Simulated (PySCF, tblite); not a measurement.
# C₅H₁₁FO₃Si: geometry, infrared bands and NMR shifts

Aim: predict the infrared bands and NMR shifts of C₅H₁₁FO₃Si (`CO[C@@H]1O[SiH2]O[C@@]1(C)CF`).

The runs use tblite 0.8.0 and PySCF 2.14.0, with density-fitted response routines of our own; the level of theory stands in each step. All values are computed, except where a source is named. Atoms are numbered from 0 throughout.

## Step 1: The molecule as given

21 atoms, charge 0, multiplicity 1; geometry from: force field or distance geometry start.

Bonds of the start (Å): C0–O1 1.43, O1–C2 1.42, C2–O3 1.43, O3–Si4 1.67, Si4–O5 1.69, O5–C6 1.45, C6–C7 1.54, C6–C8 1.53, C8–F9 1.36, C6–C2 1.57, C0–H10 1.09, C0–H11 1.09, C0–H12 1.08, C2–H13 1.11, Si4–H14 1.49, Si4–H15 1.48, C7–H16 1.10, C7–H17 1.09, C7–H18 1.09, C8–H19 1.09, C8–H20 1.08.

## Step 2: Relaxing the molecule with GFN2-xTB

The job: settings as JSON, then the geometry in Å.

```
{"job": {"kind": "relax", "xc": "GFN2-xTB", "basis": "xTB"}, "charge": 0, "multiplicity": 1}
C      2.601100    -1.080600    -0.438800
O      1.180300    -1.119700    -0.254800
C      0.623400     0.178900    -0.171900
O      1.069700     0.913400     0.971100
Si    -0.108800     2.041100     1.337300
O     -1.396300     1.362400     0.486700
C     -0.939200     0.100400    -0.067600
C     -1.425000    -1.029900     0.861700
C     -1.545800    -0.105400    -1.452500
F     -1.086800     0.853800    -2.300200
H      3.084000    -0.603300     0.412200
H      2.834400    -0.550800    -1.361500
H      2.955000    -2.102900    -0.509100
H      0.917900     0.749600    -1.071700
H      0.251000     3.361900     0.749700
H     -0.394300     2.072500     2.793600
H     -2.516200    -0.970500     0.996400
H     -0.991200    -0.967500     1.857500
H     -1.191800    -2.019600     0.457300
H     -2.634800     0.003200    -1.421000
H     -1.295400    -1.070100    -1.874800
```

Started as:

```console
$ OMP_NUM_THREADS=1 python probes_run.py task.json out
```

This one command runs all jobs of the session in turn.

**Question.** This job is followed by: GFN2-xTB harmonic vibrations, gas phase; GIAO PBE0/pcSseg-1 NMR shielding, non-relativistic, gas phase. Predict these results of the whole session: strongest single infrared mode (GFN2-xTB); zero-point energy (GFN2-xTB); 13C shifts against TMS (PBE0/pcSseg-1); 1H shifts against TMS (PBE0/pcSseg-1, means over atoms taken as alike); 17O shifts against H2O (PBE0/pcSseg-1); 29Si shifts against TMS (PBE0/pcSseg-1); 19F shifts against CFCl3 (PBE0/pcSseg-1).

**Answer**, as computed:

| quantity | value |
| --- | --- |
| strongest single infrared mode (GFN2-xTB) | 2345 cm⁻¹, 381 km/mol |
| zero-point energy (GFN2-xTB) | 99.5 kcal/mol |
| 13C shifts against TMS (PBE0/pcSseg-1) | 102.9, 89.6, 81.9, 58.7, 19.6 ppm |
| 1H shifts against TMS (PBE0/pcSseg-1, means over atoms taken as alike) | 5.47, 5.18, 5.05, 4.91, 4.51, 3.75, 1.06 ppm |
| 17O shifts against H2O (PBE0/pcSseg-1) | 74.9, 69.6, 64.2 ppm |
| 29Si shifts against TMS (PBE0/pcSseg-1) | -7.6 ppm |
| 19F shifts against CFCl3 (PBE0/pcSseg-1) | -258.2 ppm |

Relaxing lowered the energy by 0.280 eV in 69 steps; the close pair that moved most is Si4–O5, from 1.686 to 1.636 Å. All 57 modes are real, so the xTB geometry is a minimum. The strongest single mode, at 2345 cm⁻¹, moves mainly H15. Unscaled tight-binding wavenumbers are off by several per cent, some by more. Its intensities can rank the bands wrongly. H13 (hydrogen on an sp3 carbon bearing two oxygens) lies farthest downfield among hydrogen, at 5.47 ppm; its carbon carries O, which withdraws density. At PBE0/pcSseg-1: Shielding is most anisotropic at O5 (span 131 ppm, paramagnetic term -132 ppm).
